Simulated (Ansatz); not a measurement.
**C4H10O2Si: ionisation energy by level of theory**

Aim: the vertical ionisation energy of C4H10O2Si, as cation minus neutral at the neutral's geometry, on several levels, and how well −ε(HOMO) stands in for it.

Program: Ansatz 0.2.0, Gaussian basis. Level of theory: unrestricted cation, the program's frozen cores in correlated methods. These are calculated values, not measurements.

Plan: UKS PBE-D4/def2-TZVPP; UKS r2SCAN-D4/def2-TZVPP; UKS PBE0-D4/def2-TZVPP; UKS B3LYP-D4/def2-TZVPP; UKS wB97X-V/def2-TZVPP; UKS wB97M-V/def2-TZVPP; UKS B2PLYP/def2-TZVPP; UHF-CCSD(T)/def2-TZVPP; UHF-MP2/def2-QZVPP; extrapolation to the limit; then −ε(HOMO) from the neutral's earlier runs with LDA (SPW92), PBE-D4, revPBE-D4, BLYP-D4, r2SCAN-D4, B97M-V, PBE0-D4, B3LYP-D4, r2SCANh-D4, r2SCAN0-D4, HSE06-D4, BHLYP-D4, CAM-B3LYP-D4, LC-ωPBE, ωB97X-V, ωB97M-V.

### 1 Structure used throughout

All runs share one geometry, relaxed beforehand with PBE0-D4 in a triple-zeta def2 set.

SMILES `CC(C)(C)O[Si]O`, 17 atoms, charge 0, spin multiplicity 1.

Atoms are counted from 1 here; the program's logs count them from 0.

Bond lengths: C1–C2 1.522 Å, C1–H8 1.092 Å, C1–H9 1.093 Å, C1–H10 1.093 Å, C2–C3 1.520 Å, C2–C4 1.521 Å, C2–O5 1.429 Å, C3–H11 1.092 Å, C3–H12 1.092 Å, C3–H13 1.092 Å, C4–H14 1.092 Å, C4–H15 1.092 Å, C4–H16 1.092 Å, O5–Si6 1.653 Å, Si6–O7 1.648 Å, O7–H17 0.964 Å. Angles: C2–C1–H8 109.9°, C2–C1–H9 111.2°, C2–C1–H10 111.2°, H8–C1–H9 108.2°, H8–C1–H10 108.2°, H9–C1–H10 108.1°, C1–C2–C3 110.4°, C1–C2–C4 110.4°, C1–C2–O5 111.6°, C3–C2–C4 110.7°, C3–C2–O5 106.8°, C4–C2–O5 106.8°, C2–C3–H11 110.2°, C2–C3–H12 110.7°, C2–C3–H13 110.4°, H11–C3–H12 108.6°, H11–C3–H13 108.4°, H12–C3–H13 108.4° and more.

Coordinates:

```xyz
17
C4H10O2Si
C     1.2330    0.9758    0.3826
C     0.1812   -0.1079    0.1954
C     0.8192   -1.3806   -0.3386
C    -0.5412   -0.3790    1.5056
O    -0.8147    0.2835   -0.7516
Si   -1.0105    1.6610   -1.6447
O    -2.3933    1.2537   -2.4428
H     1.9786    0.6484    1.1105
H     1.7469    1.1939   -0.5568
H     0.7843    1.9028    0.7482
H     0.0569   -2.1448   -0.5013
H     1.5569   -1.7689    0.3672
H     1.3201   -1.1855   -1.2894
H    -1.3157   -1.1343    1.3597
H     0.1570   -0.7380    2.2650
H    -1.0146    0.5332    1.8752
H    -2.7632    0.3862   -2.2442
```

### 2 Cation, UKS PBE-D4/def2-TZVPP

in.yaml reads:

```yaml
crystal:
  periodic: [false, false, false]
  atoms:
    - {symbol: C, position_ang: [1.232995, 0.975811, 0.382623]}
    - {symbol: C, position_ang: [0.181190, -0.107908, 0.195404]}
    - {symbol: C, position_ang: [0.819236, -1.380561, -0.338600]}
    - {symbol: C, position_ang: [-0.541180, -0.378983, 1.505603]}
    - {symbol: O, position_ang: [-0.814696, 0.283481, -0.751602]}
    - {symbol: Si, position_ang: [-1.010457, 1.661003, -1.644669]}
    - {symbol: O, position_ang: [-2.393277, 1.253673, -2.442760]}
    - {symbol: H, position_ang: [1.978648, 0.648414, 1.110466]}
    - {symbol: H, position_ang: [1.746919, 1.193935, -0.556796]}
    - {symbol: H, position_ang: [0.784320, 1.902760, 0.748224]}
    - {symbol: H, position_ang: [0.056917, -2.144753, -0.501254]}
    - {symbol: H, position_ang: [1.556886, -1.768907, 0.367237]}
    - {symbol: H, position_ang: [1.320079, -1.185458, -1.289359]}
    - {symbol: H, position_ang: [-1.315672, -1.134275, 1.359731]}
    - {symbol: H, position_ang: [0.157036, -0.738036, 2.265021]}
    - {symbol: H, position_ang: [-1.014638, 0.533198, 1.875217]}
    - {symbol: H, position_ang: [-2.763203, 0.386202, -2.244187]}
basis:
  gaussian: {orbitals: def2-TZVPP}
total_charge: 1
magnetization: {spin_polarized: true, initial_magnetization: 1}
hamiltonian: {xc: pbe, dispersion: d4}
```

Launch:

```sh
> ansatz run in.yaml --threads 2 --pin off --events-out ev --progress --plain --max-ram 32768MiB --backend cuda --devices 0, --max-vram 18GiB
```

The runs that follow: Cation, UKS r2SCAN-D4/def2-TZVPP; Cation, UKS PBE0-D4/def2-TZVPP; Cation, UKS B3LYP-D4/def2-TZVPP; Cation, UKS wB97X-V/def2-TZVPP; Cation, UKS wB97M-V/def2-TZVPP; Cation, UKS B2PLYP (frozen core)/def2-TZVPP; Cation, UHF-CCSD(T)/def2-TZVPP; Cation, UHF-MP2/def2-QZVPP.

**Question.** What will the summary of the whole plan be? Wanted: ionisation energy, CCSD(T)/CBS; nearest functional by difference; nearest −ε(HOMO); −ε(HOMO) of PBE; T1 of the cation.

The runs gave:

| quantity | value |
| --- | --- |
| ionisation energy, CCSD(T)/CBS | 9.14 eV |
| nearest functional by difference | ωB97M-V (-0.12 eV) |
| nearest −ε(HOMO) | ωB97X-V (-0.08 eV) |
| −ε(HOMO) of PBE | 5.61 eV |
| T1 of the cation | 0.020 |

In words: Energy differences with functionals land within 0.52 eV of the reference. The PBE orbital energy is 3.5 eV too small: a semilocal HOMO is no ionisation energy. Among orbital estimates ωB97X-V comes nearest. Hartree-Fock falls 1.02 eV short, as the neutral has more correlation energy than the cation.
